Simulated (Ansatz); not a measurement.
# GaSi: the cost of one run

Program: Ansatz 0.2.0, Gaussian basis. Level of theory: def2-QZVPP, all electrons in the functionals, frozen cores in the correlation of double hybrids and RPA. These are calculated values, not measurements.

The runs, in order: B2PLYP, at charge 0, doublet; charge 0, quartet; charge 1, singlet; charge 1, triplet.

8 further runs of the same task are left out: 8 set aside as unsound or not needed.

**1. What is computed**

The geometry is a PBE0/def2-TZVP stationary point (not a proven minimum). No spin-orbit coupling is included. The filled d shell of Ga may be among the frozen orbitals whatever the setting's name suggests; the logs give the count.

2 atoms, charge 0, spin multiplicity 2.

Atoms are counted from 1 here; the program's logs count them from 0.

Bond lengths: Si1–Ga2 2.402 Å.

No dispersion term is added.

The geometry shown and the zero of energy belong to the point charge 0, doublet. The yardstick, RCCSD(T), and other wave-function levels (R restricted, U unrestricted, valence and pair active spaces) come from earlier runs.

**2. B2PLYP, charge 0, doublet**

Input file in.yaml:

```yaml
crystal:
  periodic: [false, false, false]
  atoms:
    - {symbol: Si, position_ang: [0.000000, 0.000000, 0.000000]}
    - {symbol: Ga, position_ang: [0.000000, 0.000000, 2.402100]}
basis:
  gaussian: {orbitals: "def2-QZVPP.json"}
magnetization: {spin_polarized: true, initial_magnetization: 1}
hamiltonian: {xc: {name: B2PLYP}}
correlation: {electrons: outside_noble_gas}
```

Run with:

```bash
ansatz run in.yaml --threads 1 --pin off --events-out ev --progress --plain --max-ram 2393MiB
```

**Question.** How long does this run take on 1 thread of Arm Neoverse V1, shared host, and how much memory does it need?

About 81 s, with a peak of 0.46 GiB.
